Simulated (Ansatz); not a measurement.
# AsSe3: the cost of one run

Computed with Ansatz 0.2.0 (DFT PBE, scalar-relativistic, plane waves, PAW, unless a step names another level, unless a step's input says otherwise).

3 further runs of the same task are left out: 2 that didn't finish, 1 set aside as unsound or not needed.

## 1. Starting point

It takes space group R-3m (No. 166, trigonal). Conventional cell: a = 3.794 Å, b = 3.794 Å, c = 49.337 Å, α = 90.00°, β = 90.00°, γ = 120.00°. As (site symmetry 3m) has 6 Se at 2.64 to 2.82 Å as nearest neighbours. Se (site symmetry 3m) has 3 As at 2.64 Å as nearest neighbours. Se (site symmetry 3m) is surrounded by 3 Se at 2.68 Å. Around Se (site symmetry -3m) lie 6 As at 2.82 Å. Se (site symmetry -3m) has 6 Se at 2.68 Å as nearest neighbours.

Coordinates:

```
CELL_PARAMETERS angstrom
1.89685 1.09515 16.44559
-1.89685 1.09515 16.44559
0.00000 -2.19029 16.44559
ATOMIC_POSITIONS crystal
As 0.36934 0.36934 0.36934
As 0.63066 0.63066 0.63066
Se 0.73241 0.73241 0.73241
Se 0.13525 0.13525 0.13525
Se 0.26759 0.26759 0.26759
Se 0.86475 0.86475 0.86475
Se 0.00000 0.00000 0.00000
Se 0.50000 0.50000 0.50000
```

It came out lowest among 26 distinct ends of the trial cells. At a tolerance of 0.02 Å it has space group R-3m (No. 166).

## 2. Bands, states and charges

input.yaml

```yaml
crystal:
  lattice:
    - [1.8968503404, 1.0951470546, 16.4455913402]
    - [-1.8968503404, 1.0951470546, 16.4455913402]
    - [0.0, -2.1902941093, 16.4455913402]
  atoms:
    - { symbol: As, position: [0.3693390894, 0.3693390894, 0.3693390894] }
    - { symbol: As, position: [0.6306609106, 0.6306609106, 0.6306609106] }
    - { symbol: Se, position: [0.732409578, 0.732409578, 0.732409578] }
    - { symbol: Se, position: [0.1352462816, 0.1352462816, 0.1352462816] }
    - { symbol: Se, position: [0.267590422, 0.267590422, 0.267590422] }
    - { symbol: Se, position: [0.8647537184, 0.8647537184, 0.8647537184] }
    - { symbol: Se, position: [0.0, 0.0, 0.0] }
    - { symbol: Se, position: [0.5, 0.5, 0.5] }
basis:
  ecutwfc: 420
kpoints:
  mp_grid: { grid: [12, 12, 12] }
  band_path:
    path:
      - [[0.0, 0.0, 0.0], [0.5, 0.5, 0.5], [0.83037699, 0.16962301, 0.5]]
      - [[0.5, -0.16962301, 0.16962301], [0.5, 0.0, 0.0], [0.0, 0.0, 0.0], [0.3348115, -0.3348115, 0.0]]
      - [[0.6651885, 0.0, 0.3348115], [0.5, 0.0, 0.5], [0.0, 0.0, 0.0]]
    npoints: 14
hamiltonian:
  xc: pbe
scf:
  occupations: { method: gaussian, width: 0.02 }
  n_extra_bands: 20
output:
  forces: true
  stress: true
  eigenvalues: true
  populations: true
  dos: { projected: true, de: 0.02, nscf_kmesh: { grid: [18, 18, 18] } }
  bader: true
  write_density: true
  write_potential: true
  elf: true
  volumetric_format: npy
```

On the command line:

```console
$ ansatz run input.yaml --threads 1 --pin off --max-ram 2560MiB --backend cpu --events-out ev --progress --plain --runs-dir out
```

**Question.** How long does this run take on 1 thread of Intel Xeon Platinum 8375C at 2.90GHz (Ice Lake), shared host, and how much memory does it need?

About 9.8 min, with a peak of 2.1 GiB.
